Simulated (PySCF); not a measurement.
# C₃H₇NSi: electronic excitations at several levels of theory, part 2 of 2

PySCF 2.14.0. Atoms count from 0.

## (9) Ultraviolet spectrum: LC-wPBE/def2-SVPD

The job: settings as JSON, then the geometry in Å.

```
{"job": {"kind": "uv", "xc": "LC-wPBE", "basis": "def2-SVPD", "ip": true}, "charge": 0, "multiplicity": 1}
N      2.441509    -0.857216     0.145010
C      1.289263    -0.447200     0.486727
C      0.238045     0.147733    -0.361872
C     -0.769162     1.126943     0.274566
Si    -1.542358    -0.473693    -0.237550
H      2.582813    -0.711328    -0.861792
H      1.018874    -0.553444     1.554964
H      0.572321     0.406962    -1.374963
H     -0.627326     1.319770     1.344526
H     -0.975413     2.040173    -0.292653
H     -2.334913    -0.546507    -1.488330
H     -1.853234    -1.485146     0.800408
```

Method: TDDFT LC-wPBE/def2-SVPD, vertical, gas phase, core orbitals frozen in the response.

The program printed:

```text
coarse grid: 10288 points
cycle   1  E = -462.1634834992  dE =  6.768e-01  |g| = 4.500e-01  |ddm| = 4.768e+00
cycle   2  E = -462.1769855242  dE = -1.350e-02  |g| = 4.789e-01  |ddm| = 2.122e+00
cycle   3  E = -462.2243064394  dE = -4.732e-02  |g| = 5.089e-02  |ddm| = 1.321e+00
cycle   4  E = -462.2252877816  dE = -9.813e-04  |g| = 2.594e-02  |ddm| = 1.615e-01
cycle   5  E = -462.2255070221  dE = -2.192e-04  |g| = 6.961e-03  |ddm| = 7.231e-02
cycle   6  E = -462.2255315193  dE = -2.450e-05  |g| = 2.209e-03  |ddm| = 2.398e-02
cycle   7  E = -462.2255348704  dE = -3.351e-06  |g| = 8.248e-04  |ddm| = 1.187e-02
final grid: 94152 points
cycle   8  E = -462.3005101439  dE = -2.099e-05  |g| = 3.943e-03  |ddm| = 6.550e-02
cycle   9  E = -462.3005121939  dE = -2.050e-06  |g| = 3.265e-03  |ddm| = 2.015e-02
cycle  10  E = -462.3005147165  dE = -2.523e-06  |g| = 4.083e-04  |ddm| = 9.008e-03
cycle  11  E = -462.3005147547  dE = -3.816e-08  |g| = 2.348e-04  |ddm| = 1.243e-03
cycle  12  E = -462.3005147663  dE = -1.161e-08  |g| = 4.486e-05  |ddm| = 5.075e-04
cycle  13  E = -462.3005147672  dE = -9.003e-10  |g| = 1.599e-05  |ddm| = 1.756e-04
converged SCF energy = -462.3005147672

Static polarisability (au): isotropic 70.531, principal 60.219 62.334 89.040

Singlet excitations
state   eV       nm        f      main configurations
  1   5.4626    227.0   0.00890   H-1->L 0.23, H->L 0.18, H-1->L+2 0.17
  2   6.5170    190.2   0.37763   H->L 0.65, H-1->L 0.20
  3   6.9049    179.6   0.03625   H->L+1 0.52, H->L+3 0.21
  4   7.1079    174.4   0.04012   H->L+2 0.51, H->L+3 0.21
  5   7.4011    167.5   0.02364   H->L+4 0.53, H-2->L 0.10
  6   7.6541    162.0   0.00128   H-2->L 0.28, H->L+1 0.24, H->L+3 0.19
  7   7.8866    157.2   0.02967   H-1->L+1 0.16, H-1->L 0.13, H-1->L+4 0.12
  8   8.0329    154.3   0.06823   H->L+5 0.31, H->L+7 0.22, H-2->L+1 0.13
  9   8.1495    152.1   0.10994   H-2->L 0.27, H->L+4 0.14, H-1->L+4 0.09
 10   8.2917    149.5   0.00849   H->L+6 0.28, H->L+5 0.23, H->L+2 0.09

Triplet excitations (Tamm-Dancoff, eV): 4.4887 4.7420 5.2771 6.6029
Vertical ionisation energy (delta-SCF) = 9.1969 eV
```

It took 91 s on 1 thread of Arm Neoverse V1, shared host; peak memory 0.76 GiB.

This run: HOMO -9.57 eV, LUMO 1.67 eV; lowest singlet 5.46 eV.

## (10) TDDFT and polarisability: PBE0/6-31G*

The job, as its differences from that of step 9:

```diff
@@ -1,2 +1,2 @@
-{"job": {"kind": "uv", "xc": "LC-wPBE", "basis": "def2-SVPD", "ip": true}, "charge": 0, "multiplicity": 1}
+{"job": {"kind": "uv", "xc": "PBE0", "basis": "6-31G*"}, "charge": 0, "multiplicity": 1}
 N      2.441509    -0.857216     0.145010
```

With the program's defaults for keys left out, this is: TDDFT PBE0/6-31G*, vertical, gas phase, core orbitals frozen in the response.

The program printed:

```text
coarse grid: 10288 points
cycle   1  E = -462.3487932550  dE =  5.284e-01  |g| = 4.626e-01  |ddm| = 3.182e+00
cycle   2  E = -462.2840330606  dE =  6.476e-02  |g| = 6.898e-01  |ddm| = 1.288e+00
cycle   3  E = -462.4062923336  dE = -1.223e-01  |g| = 8.466e-02  |ddm| = 7.761e-01
cycle   4  E = -462.4075103600  dE = -1.218e-03  |g| = 4.709e-02  |ddm| = 1.104e-01
cycle   5  E = -462.4080650374  dE = -5.547e-04  |g| = 8.701e-03  |ddm| = 5.703e-02
cycle   6  E = -462.4080852598  dE = -2.022e-05  |g| = 2.400e-03  |ddm| = 1.184e-02
cycle   7  E = -462.4080866639  dE = -1.404e-06  |g| = 4.521e-04  |ddm| = 2.754e-03
final grid: 94152 points
cycle   8  E = -462.3572237015  dE = -1.591e-05  |g| = 6.879e-03  |ddm| = 1.949e-02
cycle   9  E = -462.3572145609  dE =  9.141e-06  |g| = 8.893e-03  |ddm| = 1.678e-02
cycle  10  E = -462.3572368683  dE = -2.231e-05  |g| = 6.605e-04  |ddm| = 9.988e-03
cycle  11  E = -462.3572369877  dE = -1.194e-07  |g| = 1.649e-04  |ddm| = 8.803e-04
cycle  12  E = -462.3572369931  dE = -5.386e-09  |g| = 8.606e-05  |ddm| = 2.323e-04
cycle  13  E = -462.3572369947  dE = -1.591e-09  |g| = 2.317e-05  |ddm| = 8.974e-05
cycle  14  E = -462.3572369948  dE = -1.432e-10  |g| = 6.283e-06  |ddm| = 3.238e-05
converged SCF energy = -462.3572369948

Static polarisability (au): isotropic 61.452, principal 51.155 52.408 80.794

Singlet excitations
state   eV       nm        f      main configurations
  1   5.3875    230.1   0.02218   H->L 0.49, H-1->L 0.29, H->L+1 0.11
  2   6.2093    199.7   0.29380   H-1->L 0.51, H->L 0.41
  3   6.4215    193.1   0.02621   H->L+1 0.77, H-1->L 0.14
  4   6.8050    182.2   0.01213   H->L+2 0.44, H-1->L+1 0.32, H-2->L 0.15
  5   6.9259    179.0   0.00514   H->L+2 0.48, H-1->L+1 0.32
  6   7.3723    168.2   0.07630   H-2->L 0.65, H-1->L+1 0.18
  7   7.4272    166.9   0.01175   H->L+3 0.84
  8   7.8137    158.7   0.00056   H-1->L+2 0.92
  9   7.9031    156.9   0.07650   H-2->L+1 0.46, H->L+4 0.34, H-1->L+3 0.10
 10   8.0974    153.1   0.03297   H->L+4 0.54, H-2->L+1 0.33

Triplet excitations (Tamm-Dancoff, eV): 4.3236 4.7049 5.0650 6.3785
```

Run time: 8.7 s. Hardware: 1 thread of Arm Neoverse V1, shared host; peak memory 0.5 GiB.

This run: HOMO -6.74 eV, LUMO -0.06 eV; lowest singlet 5.39 eV.

## (11) Ultraviolet spectrum: PBE0/def2-SVP

The job, as its differences from that of step 10:

```diff
@@ -1,2 +1,2 @@
-{"job": {"kind": "uv", "xc": "PBE0", "basis": "6-31G*"}, "charge": 0, "multiplicity": 1}
+{"job": {"kind": "uv", "xc": "PBE0", "basis": "def2-SVP"}, "charge": 0, "multiplicity": 1}
 N      2.441509    -0.857216     0.145010
```

With the program's defaults for keys left out, this is: TDDFT PBE0/def2-SVP, vertical, gas phase, core orbitals frozen in the response.

The program printed:

```text
coarse grid: 10288 points
cycle   1  E = -462.0526287821  dE =  4.864e-01  |g| = 4.460e-01  |ddm| = 3.559e+00
cycle   2  E = -461.9851034643  dE =  6.753e-02  |g| = 6.900e-01  |ddm| = 1.506e+00
cycle   3  E = -462.1059831903  dE = -1.209e-01  |g| = 8.389e-02  |ddm| = 9.548e-01
cycle   4  E = -462.1071725481  dE = -1.189e-03  |g| = 4.765e-02  |ddm| = 1.228e-01
cycle   5  E = -462.1077521438  dE = -5.796e-04  |g| = 8.040e-03  |ddm| = 6.362e-02
cycle   6  E = -462.1077689319  dE = -1.679e-05  |g| = 2.462e-03  |ddm| = 1.182e-02
cycle   7  E = -462.1077704271  dE = -1.495e-06  |g| = 4.127e-04  |ddm| = 3.148e-03
final grid: 94152 points
cycle   8  E = -462.1652995383  dE = -1.615e-05  |g| = 6.340e-03  |ddm| = 2.375e-02
cycle   9  E = -462.1652915525  dE =  7.986e-06  |g| = 8.230e-03  |ddm| = 1.635e-02
cycle  10  E = -462.1653105870  dE = -1.903e-05  |g| = 6.125e-04  |ddm| = 9.808e-03
cycle  11  E = -462.1653106940  dE = -1.071e-07  |g| = 1.341e-04  |ddm| = 8.488e-04
cycle  12  E = -462.1653106977  dE = -3.719e-09  |g| = 6.404e-05  |ddm| = 2.005e-04
cycle  13  E = -462.1653106986  dE = -8.541e-10  |g| = 2.533e-05  |ddm| = 1.015e-04
converged SCF energy = -462.1653106986

Static polarisability (au): isotropic 64.106, principal 54.551 55.390 82.378

Singlet excitations
state   eV       nm        f      main configurations
  1   5.2968    234.1   0.01425   H->L 0.53, H-1->L 0.29, H->L+1 0.09
  2   6.2493    198.4   0.24001   H-1->L 0.60, H->L 0.30
  3   6.4361    192.6   0.08057   H->L+1 0.83, H->L 0.11
  4   6.7380    184.0   0.02079   H->L+2 0.85
  5   6.8461    181.1   0.00192   H-1->L+1 0.64, H-2->L 0.12, H->L+3 0.10
  6   7.0766    175.2   0.00915   H->L+3 0.82, H-1->L+1 0.09
  7   7.3843    167.9   0.07909   H-2->L 0.70, H-1->L+1 0.10
  8   7.5496    164.2   0.00386   H-1->L+2 0.88
  9   7.7412    160.2   0.01747   H-1->L+3 0.51, H-2->L+1 0.24, H->L+4 0.17
 10   7.9649    155.7   0.14732   H->L+4 0.30, H-1->L+3 0.29, H-2->L+1 0.17

Triplet excitations (Tamm-Dancoff, eV): 4.2935 4.6208 5.1204 6.2586
```

Wall time 11 s (1 thread of Arm Neoverse V1, shared host); peak memory 0.57 GiB.

Key values: HOMO -6.85 eV, LUMO -0.14 eV; lowest singlet 5.30 eV.

## (12) Run by run: electronic excitations

Excitations and ground-state properties, with basis size and wall time:

```tsv
run	lowest singlet (eV)	brightest (eV)	f	gap (eV)	α (Å³)	μ (D)	functions	time
LDA/def2-SVPD	4.59	5.42	0.142	4.23	11.48	3.24	160	63 s
PBE/def2-SVPD	4.70	5.49	0.155	4.35	11.31	3.14	160	87 s
B3LYP/def2-SVPD	5.12	5.84	0.202	6.09	10.97	3.29	160	76 s
PBE0/def2-SVPD	5.20	5.97	0.246	6.52	10.87	3.26	160	60 s
BHandHLYP/def2-SVPD	5.54	6.32	0.315	8.46	10.56	3.43	160	62 s
CAM-B3LYP/def2-SVPD	5.34	6.18	0.301	8.84	10.74	3.38	160	92 s
wB97X-D/def2-SVPD	5.36	6.20	0.323	10.07	10.77	3.35	160	74 s
LC-wPBE/def2-SVPD	5.46	6.52	0.378	11.24	10.45	3.39	160	91 s
PBE0/6-31G*	5.39	6.21	0.294	6.68	9.11	3.06	88	8.7 s
PBE0/def2-SVP	5.30	6.25	0.240	6.71	9.50	3.02	109	11 s
```

## (13) Results

The summary covers parts 1 to 2.

```
                                quantity                                             value
          lowest singlet (LDA/def2-SVPD)                       4.59 eV (270 nm), f = 0.021
brightest single state of those computed                       state 3, 5.42 eV, f = 0.142
                          lowest triplet                                           3.99 eV
       vertical ionisation energy (ΔSCF)                                           8.79 eV
       vertical electron affinity (ΔSCF)  -0.79 eV (unbound: the value hangs on the basis)
             range of the lowest singlet                                   4.59 to 5.54 eV
```

Single values in the summary come from the first sound run of each kind (LDA/def2-SVPD), which need not be the best level. The first singlet state (HOMO→LUMO 0.90) lies at 4.59 eV and is weak; of the 10 states computed, the strongest absorption comes from state 3 at 5.42 eV (the last state computed absorbs too, and its partners may lie past the list). The lowest triplet lies 0.61 eV below the lowest singlet (triplets in Tamm-Dancoff, singlets in full TDDFT). ΔSCF puts the ionisation energy at 8.79 eV, 2.94 eV above −ε(HOMO). The lowest singlet runs from 4.59 eV (LDA/def2-SVPD) to 5.54 eV (BHandHLYP/def2-SVPD), while the orbital gap spans 4.23 to 11.24 eV. The lowest state need not be the same one in every run.
